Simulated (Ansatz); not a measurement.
# Ba3B2: the cost of one run

Method: DFT PBE, scalar-relativistic, plane waves, PAW, in Ansatz 0.2.0.

## (1) Starting point

It takes space group Pm-3m (No. 221, cubic). Conventional cell: a = 4.749 Å, b = 4.749 Å, c = 4.749 Å, α = 90.00°, β = 90.00°, γ = 90.00°. Around Ba (site symmetry 4/mmm) lie 6 B at 2.37 to 3.36 Å and 8 Ba at 3.36 Å. B (site symmetry m-3m) is surrounded by 6 Ba at 2.37 Å. Around B (site symmetry m-3m) lie 12 Ba at 3.36 Å.

Coordinates:

```
Ba B
1.0
     4.74936    0.00000    0.00000
     0.00000    4.74936    0.00000
     0.00000    0.00000    4.74936
Ba B
3 2
Cartesian
  2.3747 0.0000 0.0000
  0.0000 2.3747 0.0000
  0.0000 0.0000 2.3747
  0.0000 0.0000 0.0000
  2.3747 2.3747 2.3747
```

Recipe of the guess: random cell by space group and Wyckoff sites (Pm-3m, No. 221). Its size is a rough estimate.

## (2) Probe: one point on a coarse mesh

input.yaml reads:

```yaml
crystal:
  lattice:
    - [4.74935669, 0.0, 0.0]
    - [0.0, 4.74935669, 0.0]
    - [0.0, 0.0, 4.74935669]
  atoms:
    - { symbol: Ba, position: [0.5, 0.0, 0.0] }
    - { symbol: Ba, position: [0.0, 0.5, 0.0] }
    - { symbol: Ba, position: [0.0, 0.0, 0.5] }
    - { symbol: B, position: [0.0, 0.0, 0.0] }
    - { symbol: B, position: [0.5, 0.5, 0.5] }
basis:
  ecutwfc: 420
kpoints:
  mp_grid: { grid: [4, 4, 4] }
hamiltonian:
  xc: pbe
scf:
  occupations: { method: gaussian, width: 0.1 }
  lower_state_search: "off"
output:
  forces: true
  stress: true
  eigenvalues: true
```

On the command line:

```
$ ansatz run input.yaml --threads 1 --pin off --max-ram 2560MiB --backend cpu --events-out ev --progress --plain --runs-dir out
```

What time and memory should one allow on 1 thread of Arm Neoverse V2, shared host?

About 2 s, with a peak of 0.33 GiB.
